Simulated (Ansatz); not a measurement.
# AlF2H4NO: the cost of one run

Program: Ansatz 0.2.0. Level of theory: RHF/6-31G*. These are calculated values, not measurements.

## (1) The system as given

Bond lengths: Al1–O2 2.130 Å, O2–H3 1.010 Å, Al1–F4 1.690 Å, Al1–F5 1.690 Å, Al1–N6 2.220 Å, N6–H7 1.060 Å, N6–H8 1.060 Å. Angles: Al1–O2–H3 109.5°, O2–Al1–F4 120.0°, O2–Al1–F5 120.0°, O2–Al1–N6 71.6°, F4–Al1–F5 120.0°, F4–Al1–N6 96.8°, F5–Al1–N6 101.3°, Al1–N6–H7 120.0°, Al1–N6–H8 120.0°, H7–N6–H8 120.0°.

Coordinates:

```xyz
9

Al    0.0000    0.0000    0.0000
O     0.0000    0.0000    2.1300
H    -0.9095   -0.2814    2.4671
F     1.4635    0.0000   -0.8450
F    -1.4635    0.0000   -0.8450
N     0.0995    2.1044    0.7000
H     0.4930    2.3259    1.6590
H    -0.2465    2.8877    0.0753
H     0.0609    1.2889    1.7979
```

## (2) Pulling towards end A

Springs on the bonds that form and break draw the guess towards this end; the thresholds are loose.

input.yaml

```yaml
crystal:
  periodic: [false, false, false]
  atoms:
    - { symbol: Al, position_ang: [0.0, 0.0, 0.0] }
    - { symbol: O, position_ang: [0.0, 0.0, 2.13] }
    - { symbol: H, position_ang: [-0.9095, -0.2814, 2.4671] }
    - { symbol: F, position_ang: [1.4635, 0.0, -0.845] }
    - { symbol: F, position_ang: [-1.4635, 0.0, -0.845] }
    - { symbol: "N", position_ang: [0.0995, 2.1044, 0.7] }
    - { symbol: H, position_ang: [0.493, 2.3259, 1.659] }
    - { symbol: H, position_ang: [-0.2465, 2.8877, 0.0753] }
    - { symbol: H, position_ang: [0.0609, 1.2889, 1.7979] }
basis:
  gaussian: { orbitals: "6-31G*" }
hamiltonian:
  xc: hf
relax:
  f_tol: 0.15
  max_steps: 25
  restrain:
    - { distance: [0, 5], at: 3.12, k: 30.0 }
    - { distance: [8, 1], at: 2.21, k: 30.0 }
    - { distance: [0, 1], at: 1.78, k: 30.0 }
    - { distance: [8, 5], at: 1.06, k: 30.0 }
```

Launch:

```console
> ansatz run input.yaml --threads 1 --pin off --max-ram 2048MiB --backend cpu --events-out ev --progress --plain --runs-dir out
```

Q: Estimate wall time and peak memory on 1 thread of Arm Neoverse V1, shared host.

About 24 s, with a peak of 0.15 GiB.
